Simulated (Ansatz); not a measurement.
# BeRu3 in Ansatz: convergence with k mesh

Crystal: BeRu3.

```
Ru Be
1.0
    -1.80576    1.80576    3.95339
     1.80576   -1.80576    3.95339
     1.80576    1.80576   -3.95339
Ru Be
3 1
Direct
  0.50000 0.50000 0.00000
  0.25000 0.75000 0.50000
  0.75000 0.25000 0.50000
  0.00000 0.00000 0.00000
```

The cell comes from a database or a generator and needn't be the stable form of this composition.

* Program: Ansatz 0.2.0
* Task: convergence study
* Functional: PBE
* Potentials or basis: JTH PAW
* Cutoff: 1800 eV (not typed: the program's choice for these potentials)
* k mesh: 3 × 3 × 3
* Occupations: gaussian, width 0.05 eV
* Spin: no spin polarisation

These are the settings of the first run; the series varies k mesh, with any setting tied to it.

Hardware: 2 threads of Arm Neoverse V2 (shared host).

```
      k mesh  energy less the tightest run, at zero smearing (meV/atom)  pressure (GPa)  SCF cycles  CPU time (s)  peak memory (GiB)
   3 × 3 × 3                                                      46.52           -1.33           9           6.1               0.77
   4 × 4 × 4                                                      13.69           -2.33           8           9.8               0.84
   5 × 5 × 5                                                       1.87           -2.18           8            13               0.86
   6 × 6 × 6                                                       1.59           -2.38           8            19               0.95
   8 × 8 × 8                                                       2.88           -2.30           8            36                1.1
   9 × 9 × 9                                                       0.59           -2.36           8            48                1.3
12 × 12 × 12                                                       0.12           -2.37           8           100                1.9
14 × 14 × 14                                                       0.14           -2.37           8           140                2.4
17 × 17 × 17                                                       0.00           -2.38           8           220                3.6
```

Against the tightest run, the energy stays within 1 meV/atom from 9 × 9 × 9 on; the pressure stays within 0.1 GPa from 6 × 6 × 6 on. Meshes of other sizes hit other points, so gaps and Fermi surfaces needn't settle smoothly. The tightest run that finished is the yardstick and may itself not be fully converged.
